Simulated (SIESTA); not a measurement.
## Be in SIESTA: the effect of pseudo set

The system is Be, a slab with vacuum.

```
CELL_PARAMETERS angstrom
2.29950 0.00000 0.00000
-1.14975 1.99143 0.00000
0.00000 0.00000 25.80270
ATOMIC_POSITIONS crystal
Be 0.33333 0.66667 0.29067
Be 0.66667 0.33333 0.36044
Be 0.33333 0.66667 0.43022
Be 0.66667 0.33333 0.50000
Be 0.33333 0.66667 0.56978
Be 0.66667 0.33333 0.63956
Be 0.33333 0.66667 0.70933
```

The slab is cut from a database's or a generator's crystal, which needn't be the stable form of the element.

Alike in all runs:

```yaml
Program: SIESTA 5.4.2
Task: band structure
Functional: PBE
Basis: DZP (energy shift 0.003 Ry; two zetas on semicore shells)
Grid_cutoff: 800 Ry
Energy_shift: 0.003 Ry
k_mesh: 13 × 13 × 1
Occupations: fermi-dirac, width 0.05 eV
Spin: no spin polarisation
```

| pseudo set | largest force (eV/Å) | work function (eV) |
| --- | --- | --- |
| PseudoDojo 0.4 standard | 0.24 | 5.93 |
| PseudoDojo 0.4 stringent | ? | ? |
| PseudoDojo 0.5 standard | 0.24 | 5.93 |
| SG15 1.2 | 0.23 | 6.36 |
| SPMS 1.0 | 0.22 | 6.57 |
| Ansatz NC | 0.22 | 5.84 |

Problem. What does the run with pseudo set PseudoDojo 0.4 stringent give?

Solution. Largest force 0.20 eV/Å; work function 5.63 eV.

Caveats: the cell was measured hot, at 658 K.
